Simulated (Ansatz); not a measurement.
# H3InNO radical: basis-set convergence

An exercise on one series of results from a longer session: the logs are not shown, and one member is left open.

Computed with Ansatz 0.2.0, Gaussian basis. Level: one geometry, several basis sets.

The runs, in order: PBE0-D4/def2-SVP; ωB97M-V/def2-SVP; PBE0-D4/def2-QZVPP; ωB97M-V/def2-QZVPP; the functionals' def2-TZVPP values are taken from earlier runs.

1 further run of the same task is left out (for a known fault of the program).

## The relaxed structure

The geometry comes from an earlier relaxation with PBE0-D4 in a triple-zeta def2 set; it is a stationary point. In takes the def2 core potential; no spin-orbit term is included.

6 atoms, charge 0, spin multiplicity 2.

Atoms are counted from 1 here; the program's logs count them from 0.

Bond lengths: N1–In2 2.069 Å, N1–H4 1.014 Å, N1–H5 1.016 Å, In2–O3 2.009 Å, O3–H6 0.960 Å. Angles: In2–N1–H4 113.5°, In2–N1–H5 111.0°, H4–N1–H5 107.4°, N1–In2–O3 111.2°, In2–O3–H6 114.3°.

The first run:

Contents of in.yaml:

```yaml
crystal:
  periodic: [false, false, false]
  atoms:
    - {symbol: N, position_ang: [-0.980418, -0.217813, -1.044409]}
    - {symbol: In, position_ang: [0.940941, -0.096723, -0.287382]}
    - {symbol: O, position_ang: [0.933036, -0.108067, 1.721666]}
    - {symbol: H, position_ang: [-1.044955, 0.034366, -2.024081]}
    - {symbol: H, position_ang: [-1.612183, 0.391572, -0.531923]}
    - {symbol: H, position_ang: [1.805579, -0.067234, 2.120028]}
basis:
  gaussian: {orbitals: def2-SVP}
magnetization: {spin_polarized: true, initial_magnetization: 1}
hamiltonian: {xc: pbe0, dispersion: d4}
output: {orbitals: {seedname: orbitals}}
```

Started as:

```
> ansatz run in.yaml --threads 2 --pin off --events-out ev --progress --plain --max-ram 32768MiB --backend cpu
```

Among the steps run: PBE0-D4 in def2-SVP; ωB97M-V in def2-SVP; PBE0-D4 in def2-QZVPP; ωB97M-V in def2-QZVPP.

One of the session's tables, all rows but one given; the rest of the session is left out.

It belongs to the step «Functionals by basis». 

```
functional       basis  HOMO (eV)  LUMO (eV)
   PBE0-D4    def2-SVP      -5.85      -3.03
   PBE0-D4  def2-TZVPP      -6.01      -3.18
   PBE0-D4  def2-QZVPP      -6.07      -3.26
   ωB97M-V    def2-SVP      -7.90      -1.36
   ωB97M-V  def2-TZVPP          ?          ?
   ωB97M-V  def2-QZVPP      -8.14      -1.67
```

**Question.** Estimate the row for ωB97M-V, def2-TZVPP.

**Answer.** HOMO (eV): -8.08; LUMO (eV): -1.56. In the column «HOMO (eV)» it lies between ωB97M-V, def2-QZVPP (-8.14) and ωB97M-V, def2-SVP (-7.90).
